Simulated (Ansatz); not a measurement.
**H7N3OTi: basis-set convergence**

The task here is to estimate one member of a computed series from the others.

Program: Ansatz 0.2.0, Gaussian basis. Level of theory: one geometry, several basis sets. These are calculated values, not measurements.

Levels to be run: PBE0-D4/def2-SVP; ωB97M-V/def2-SVP; PBE0-D4/def2-QZVPP; ωB97M-V/def2-QZVPP; the functionals' def2-TZVPP values are taken from earlier runs.

## Structure used throughout

The geometry comes from an earlier relaxation with PBE0-D4 in a triple-zeta def2 set; it is a stationary point, not always the lowest conformer.

SMILES `[NH2][Ti]([NH2])([NH2])[OH]`, 12 atoms, charge 0, spin multiplicity 1.

Atoms are counted from 1 here; the program's logs count them from 0.

Bond lengths: N1–Ti2 1.889 Å, N1–H6 1.011 Å, N1–H7 1.009 Å, Ti2–N3 1.891 Å, Ti2–N4 1.889 Å, Ti2–O5 1.807 Å, N3–H8 1.009 Å, N3–H9 1.010 Å, N4–H10 1.011 Å, N4–H11 1.010 Å, O5–H12 0.956 Å. Angles: Ti2–N1–H6 124.5°, Ti2–N1–H7 125.0°, H6–N1–H7 110.4°, N1–Ti2–N3 106.2°, N1–Ti2–N4 105.7°, N1–Ti2–O5 113.8°, N3–Ti2–N4 110.8°, N3–Ti2–O5 110.6°, N4–Ti2–O5 109.6°, Ti2–N3–H8 124.6°, Ti2–N3–H9 124.9°, H8–N3–H9 110.3°, Ti2–N4–H10 122.8°, Ti2–N4–H11 125.4°, H10–N4–H11 109.9°, Ti2–O5–H12 135.3°.

As a file:

```xyz
12

N    -1.54538    0.42380   -0.69632
Ti    0.14368    0.17374    0.11279
N    -0.09343   -1.16582    1.42646
N     1.28579   -0.43149   -1.26409
O     0.82802    1.67384    0.85233
H    -2.38559    0.68566   -0.19954
H    -1.73281    0.33710   -1.68365
H    -0.81076   -1.87524    1.39794
H     0.42290   -1.22334    2.29282
H     1.93287    0.17696   -1.74670
H     1.51605   -1.39647   -1.45094
H     0.51546    2.56616    0.99280
```

The first run:

File in.yaml:

```yaml
crystal:
  periodic: [false, false, false]
  atoms:
    - {symbol: N, position_ang: [-1.545378, 0.423805, -0.696320]}
    - {symbol: Ti, position_ang: [0.143683, 0.173736, 0.112791]}
    - {symbol: N, position_ang: [-0.093433, -1.165819, 1.426464]}
    - {symbol: N, position_ang: [1.285791, -0.431492, -1.264090]}
    - {symbol: O, position_ang: [0.828019, 1.673842, 0.852331]}
    - {symbol: H, position_ang: [-2.385594, 0.685664, -0.199539]}
    - {symbol: H, position_ang: [-1.732815, 0.337105, -1.683652]}
    - {symbol: H, position_ang: [-0.810764, -1.875244, 1.397939]}
    - {symbol: H, position_ang: [0.422904, -1.223339, 2.292823]}
    - {symbol: H, position_ang: [1.932871, 0.176959, -1.746704]}
    - {symbol: H, position_ang: [1.516053, -1.396475, -1.450941]}
    - {symbol: H, position_ang: [0.515462, 2.566158, 0.992798]}
basis:
  gaussian: {orbitals: def2-SVP}
hamiltonian: {xc: pbe0, dispersion: d4}
output: {orbitals: {seedname: orbitals}}
```

Started as:

```sh
$ ansatz run in.yaml --threads 4 --pin off --events-out ev --progress --plain --max-ram 11315MiB
```

Among the steps run: PBE0-D4 in def2-SVP; ωB97M-V in def2-SVP; PBE0-D4 in def2-QZVPP; ωB97M-V in def2-QZVPP.

One of the session's tables, all rows but one given; the rest of the session is left out.

It belongs to the step «Density functionals: the series». 

```
functional       basis  HOMO (eV)
   PBE0-D4    def2-SVP      -6.48
   PBE0-D4  def2-TZVPP          ?
   PBE0-D4  def2-QZVPP      -6.91
   ωB97M-V    def2-SVP      -8.84
   ωB97M-V  def2-TZVPP      -9.23
   ωB97M-V  def2-QZVPP      -9.28
```

Estimate the missing values for PBE0-D4, def2-TZVPP.

**Answer.** HOMO (eV): -6.87. In the column «HOMO (eV)» it lies between PBE0-D4, def2-QZVPP (-6.91) and PBE0-D4, def2-SVP (-6.48).
